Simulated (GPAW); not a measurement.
Runs of GPAW 26.7.0 on Hf2Pd2Se2Br2O3. Symmetry: P6mm, No. 183, hexagonal system. The conventional cell has a = 5.759 Å, b = 5.759 Å, c = 8.525 Å, α = 90.00°, β = 90.00°, γ = 120.00°. Around Hf (site symmetry 3m) lie 3 O at 1.92 Å. Pd (site symmetry 3m) is surrounded by 1 Se at 2.33 Å. Se (site symmetry 3m) is surrounded by 1 Pd at 2.33 Å and 1 Hf at 2.67 Å. Around Br (site symmetry 6mm) lie 6 Pd at 3.33 Å and 6 O at 3.80 Å. Br (site symmetry 6mm) has 6 O at 3.46 Å and 6 Hf at 3.46 Å and 6 Se at 3.74 Å as nearest neighbours. O (site symmetry 2mm) has 2 Hf at 1.92 Å as nearest neighbours. The cell was built by a generator and needn't be a form met in nature.

```tsv
task	level	cell	optimizer	fmax	max steps	convergence	older calculator (legacy_gpaw)	gap on the mesh (eV)	pressure (GPa)	largest force (eV/Å)
single point	vdW-DF-cx	as given	-	-	-	-	-	none	-	0.28
single point	PBE+D3(BJ)	as given	-	-	-	-	-	none	-1.3	0.33
single point	vdW-DF	as given	-	-	-	-	-	none	-	0.63
single point	PBE+D4	as given	-	-	-	-	-	none	-1.3	(a)
single point	PBE	as given	-	-	-	-	-	none	0.7	0.34
relaxation of cell and atoms	PBE+D4	relaxed	BFGS	0.02 eV/Å	60	density=1e-05 forces=0.0001	-	none	0.0	0.01
single point	optB88-vdW	as given	-	-	-	-	yes	none	-	(b)
single point	vdW-DF2	as given	-	-	-	-	-	none	-	0.81
```

Alike in all rows: potentials or basis GPAW PAW data sets (gpaw-data 1.2.1), pw; no spin polarisation; k mesh 3 × 3 × 2; cutoff (eV) 800; smearing fermi-dirac 0.05 eV; the mesh is coarse, so values aren't converged.

Q: Estimate the missing entries.

A: (a) 0.27; (b) 0.40.

Caveats: all runs use coarse meshes; the PAW data sets were made with another functional, which shifts forces and pressure a little (some runs); pairwise dispersion overbinds metals, which lowers pressure and volume (some runs); later steps reuse the first step's grids (some runs); with rounded positions the older calculator's symmetry can spoil forces and stress (some runs).

A k mesh can miss the band edges, and the runs leave out spin-orbit coupling on Br, Hf, Pd, Se.

A gap of «none» marks a metal or a gap under the smearing width.

Not every run made on this cell is shown here.
